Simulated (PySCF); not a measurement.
# The bond of HgO+, level by level

One table from this session's results is given with a row withheld; the runs are named, their logs left out.

The runs use PySCF 2.14.0; Hg def2-SVPD with ECP60, O def2-SVPD, scalar-relativistic core potentials.

Set-up of the first run:

Settings of the job:

```yaml
atoms: Hg, O
charge: 1
basis: Hg def2-SVPD with ECP60, O def2-SVPD
Hamiltonian: scalar-relativistic core potentials
basis_functions: 58
electrons_treated: 27
masses_in_u: 201.9706, 15.9949
levels: PBE0, PBE, r²SCAN, BP86, MN15, B2PLYP, HSE06, HF, MP2, SCS-MP2
grid: 80 radial by 434 angular points
occupations: held fixed by the projection of orbital angular momentum
dissociation_limit: Hg+ + O, each in its ground configuration
starting_distance_in_angstrom: 2.075
values_of_2S_to_try: 1, 3
```

Started as:

```bash
> OMP_NUM_THREADS=1 python dia.py task.json out
```

Among the steps run: The job; The PBE0 curve of the state that the search chose; Excited determinants; PBE (GGA); r²SCAN; BP86; MN15 (hybrid meta-GGA); B2PLYP; HSE06 (range-separated hybrid); ROHF (mean field).

One of the session's tables, all rows but one given; the rest of the session is left out.

It belongs to the step «The curves together». Energy (eV) from each level's lowest point:

```
R (Å)   ROHF  ROHF-MP2  ROHF-SCS-MP2    PBE   BP86
1.735  1.016     0.841         0.920  0.803  0.808
1.815  0.424     0.355         0.406  0.338  0.340
1.896      ?         ?             ?      ?      ?
1.956  0.014     0.017         0.030  0.017  0.017
2.017  0.000     0.000         0.000  0.000  0.000
2.078  0.050     0.033         0.020  0.029  0.029
2.158  0.189     0.131         0.101  0.116  0.118
2.259  0.439     0.309         0.258  0.272  0.275
2.380  0.802     0.562         0.484  0.485  0.491
2.541  1.323     0.909         0.794  0.748  0.757
```

**Question.** Estimate the row for R (Å) = 1.896.

Worked estimate for «ROHF». A straight line through the neighbours (1.815, 0.424) and (1.956, 0.014) gives 0.424 + (0.014 − 0.424) × (1.896 − 1.815) / (1.956 − 1.815) = 0.188; a parabola fitted to 4 rows on both sides gives 0.099.

**Answer.** ROHF: 0.113; ROHF-MP2: 0.100; ROHF-SCS-MP2: 0.129; PBE: 0.096; BP86: 0.097. In «ROHF» the line misses by +0.075 and the parabola by -0.014.
